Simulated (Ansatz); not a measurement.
# ZnAg: the cost of one run

Program: Ansatz 0.2.0. Level of theory: DFT r2SCAN, scalar-relativistic, plane waves, PAW. These are calculated values, not measurements.

## (1) Starting point

It takes space group Pm-3m (No. 221, cubic). The conventional cell has a = 3.156 Å, b = 3.156 Å, c = 3.156 Å, α = 90.00°, β = 90.00°, γ = 90.00°. Zn (site symmetry m-3m) has 8 Ag at 2.73 Å in its first shell of neighbours. Around Ag (site symmetry m-3m) lie 8 Zn at 2.73 Å.

As a file:

```
Zn Ag
1.0
     3.15600    0.00000    0.00000
     0.00000    3.15600    0.00000
     0.00000    0.00000    3.15600
Zn Ag
1 1
Direct
  0.50000 0.50000 0.50000
  0.00000 0.00000 0.00000
```

The cell is taken as given, not relaxed at this level.

## (2) The reference cell

Reference values: F = -10929.6777 eV; pressure -1.53 GPa; largest force 0.000 eV/Å; gap on the mesh none (metal). It was computed beforehand with the settings of the runs below.

## (3) Setting up a strain scan

The cell is strained by ε times the Voigt pattern (0, 1, 0, 0, 0, 0) (xx, yy, zz, yz, xz, xy; engineering shear), with fractional coordinates fixed (clamped ions). The stress on the pattern is the sum of the stress components weighted by it, tension positive.

## (4) Point ε = -0.0400

File input.yaml:

```yaml
crystal:
  lattice:
    - [3.156, 0.0, 0.0]
    - [0.0, 3.02976, 0.0]
    - [0.0, 0.0, 3.156]
  atoms:
    - { symbol: Zn, position: [0.5, 0.5, 0.5] }
    - { symbol: Ag, position: [0.0, 0.0, 0.0] }
basis:
  ecutwfc: 500
kpoints:
  mp_grid: { grid: [16, 16, 16] }
hamiltonian:
  xc: r2scan
scf:
  occupations: { method: gaussian, width: 0.15 }
output:
  forces: true
  stress: true
  eigenvalues: true
  write_density: true
  write_potential: true
  elf: true
  volumetric_format: npy
```

Run with:

```bash
$ ansatz run input.yaml --threads 1 --pin off --max-ram 2560MiB --backend cpu --events-out ev --progress --plain --runs-dir out
```

What time and memory should one allow on 1 thread of Arm Neoverse V2, shared host?

About 33 s, with a peak of 0.56 GiB.
